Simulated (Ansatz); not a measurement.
**Titanium tetrachloride (TiCl₄): a ladder of functionals and wavefunction methods**

One table from this session's results is given with a row withheld; the runs are named, their logs left out.

Program: Ansatz 0.2.0, Gaussian basis. Level of theory: functionals in def2-TZVPP, the program's frozen cores in correlated methods. These are calculated values, not measurements.

Levels to be run: LDA (SPW92), PBE-D4, revPBE-D4, BLYP-D4, r2SCAN-D4, B97M-V, PBE0-D4, B3LYP-D4, r2SCANh-D4, r2SCAN0-D4, HSE06-D4, BHLYP-D4, CAM-B3LYP-D4, LC-ωPBE, ωB97X-V, ωB97M-V, B2PLYP, PBE-QIDH; CCSD(T)/def2-SVP; CCSD(T)/def2-TZVPP; MP2/def2-QZVPP; extrapolation to the limit; RPA on PBE.

### The relaxed structure

An earlier PBE0-D4 in a triple-zeta def2 set relaxation fixed the geometry.

SMILES `[Cl][Ti]([Cl])([Cl])[Cl]`, 5 atoms, charge 0, spin multiplicity 1.

Atoms are counted from 1 here; the program's logs count them from 0.

Bond lengths: Cl1–Ti2 2.162 Å, Ti2–Cl3 2.162 Å, Ti2–Cl4 2.162 Å, Ti2–Cl5 2.162 Å. Angles: Cl1–Ti2–Cl3 109.5°, Cl1–Ti2–Cl4 109.5°, Cl1–Ti2–Cl5 109.5°, Cl3–Ti2–Cl4 109.5°, Cl3–Ti2–Cl5 109.5°, Cl4–Ti2–Cl5 109.5°.

Geometry (Å):

```
Cl   -1.0137   -0.0839    1.8948
Ti    0.0099   -0.0147   -0.0082
Cl    1.7604   -1.2810    0.0686
Cl   -1.3166   -0.7131   -1.5660
Cl    0.6097    2.0190   -0.4306
```

The first run:

File in.yaml:

```yaml
crystal:
  periodic: [false, false, false]
  atoms:
    - {symbol: Cl, position_ang: [-1.013703, -0.083939, 1.894766]}
    - {symbol: Ti, position_ang: [0.009908, -0.014696, -0.008240]}
    - {symbol: Cl, position_ang: [1.760436, -1.280980, 0.068623]}
    - {symbol: Cl, position_ang: [-1.316568, -0.713055, -1.565990]}
    - {symbol: Cl, position_ang: [0.609727, 2.018969, -0.430559]}
basis:
  gaussian: {orbitals: def2-TZVPP}
hamiltonian: {xc: lda}
output: {orbitals: {seedname: orbitals}}
```

Command:

```
ansatz run in.yaml --threads 4 --pin off --events-out ev --progress --plain --max-ram 10444MiB
```

Steps of the session up to this table: LDA; PBE-D4 (GGA); revPBE-D4 (GGA); BLYP-D4 (GGA); r2SCAN-D4 (meta-GGA); B97M-V (meta-GGA); PBE0-D4 (hybrid); B3LYP-D4 (hybrid); r2SCANh-D4 (hybrid); r2SCAN0-D4 (hybrid); HSE06-D4 (hybrid); BHLYP-D4 (hybrid); CAM-B3LYP-D4 (range-separated); LC-ωPBE (range-separated); ωB97X-V (range-separated); ωB97M-V (range-separated); B2PLYP (double hybrid); PBE-QIDH (double hybrid).

One table of the session follows, with a row left open; its other results are not shown here.

It belongs to the step «Frontier levels by functional». 

| functional | HOMO (eV) | LUMO (eV) | gap (eV) |
| --- | --- | --- | --- |
| LDA (SPW92) | -8.40 | -4.75 | 3.65 |
| PBE-D4 | -8.25 | -4.54 | 3.72 |
| revPBE-D4 | -8.20 | -4.47 | 3.73 |
| BLYP-D4 | -8.07 | -4.40 | 3.68 |
| r2SCAN-D4 | -8.64 | -4.56 | 4.08 |
| B97M-V | ? | ? | ? |
| PBE0-D4 | -9.63 | -3.73 | 5.90 |
| B3LYP-D4 | -9.34 | -3.94 | 5.40 |
| r2SCANh-D4 | -9.13 | -4.23 | 4.90 |
| r2SCAN0-D4 | -9.88 | -3.72 | 6.17 |
| HSE06-D4 | -9.23 | -4.11 | 5.12 |
| BHLYP-D4 | -10.84 | -2.68 | 8.16 |
| CAM-B3LYP-D4 | -10.94 | -2.69 | 8.26 |
| LC-ωPBE | -12.37 | -1.72 | 10.65 |
| ωB97X-V | -11.98 | -1.67 | 10.32 |
| ωB97M-V | -11.80 | -1.59 | 10.21 |

Q: Estimate the row for B97M-V from the others.

As computed: HOMO (eV): -8.72; LUMO (eV): -4.55; gap (eV): 4.18. In the column «HOMO (eV)» it lies between r2SCANh-D4 (-9.13) and r2SCAN-D4 (-8.64).
